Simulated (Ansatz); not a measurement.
# C4HSi: the cost of one run

Method: the levels named in each step, in Ansatz 0.2.0.

## Step 1: The system as given

Bond lengths: C1–C2 1.214 Å, C2–C3 1.342 Å, C3–C4 1.236 Å, C4–Si5 1.806 Å, C1–H6 1.048 Å. Angles: C1–C2–C3 180.0°, C2–C1–H6 180.0°, C2–C3–C4 180.0°, C3–C4–Si5 180.0°.

As a file:

```xyz
6

C     0.0000    0.0000   -2.0183
C     0.0000    0.0000   -0.8047
C     0.0000    0.0000    0.5371
C     0.0000    0.0000    1.7729
Si    0.0000    0.0000    3.5791
H     0.0000    0.0000   -3.0661
```

## Step 2: A rough first relaxation, PBE-D4/def2-SVP

This run stands in another session on the same molecule. It ended at:

```xyz
6

C     0.0000    0.0000   -2.0397
C     0.0000    0.0000   -0.7996
C     0.0000    0.0000    0.5482
C     0.0000    0.0000    1.8164
Si    0.0000    0.0000    3.5958
H     0.0000    0.0000   -3.1211
```

## Step 3: Relaxation, r2SCAN-D4/def2-TZVPP

Input file input.yaml:

```yaml
crystal:
  periodic: [false, false, false]
  atoms:
    - { symbol: C, position_ang: [0.0, 0.0, -2.03973493] }
    - { symbol: C, position_ang: [0.0, 0.0, -0.7995894] }
    - { symbol: C, position_ang: [0.0, 0.0, 0.5482254] }
    - { symbol: C, position_ang: [0.0, 0.0, 1.81640082] }
    - { symbol: Si, position_ang: [0.0, 0.0, 3.59579788] }
    - { symbol: H, position_ang: [0.0, 0.0, -3.12109977] }
magnetization:
  spin_polarized: true
  initial_magnetization: 1
basis:
  gaussian: { orbitals: def2-TZVPP }
hamiltonian:
  xc: r2scan
  dispersion: d4
relax:
  f_tol: 0.002
  max_steps: 150
```

Launch:

```bash
> ansatz run input.yaml --threads 4 --pin off --max-ram 10240MiB --backend cpu --events-out ev --progress --plain --runs-dir out
```

Q: Estimate wall time and peak memory on 4 threads of Arm Neoverse N1, shared host.

About 62 s, with a peak of 0.43 GiB.
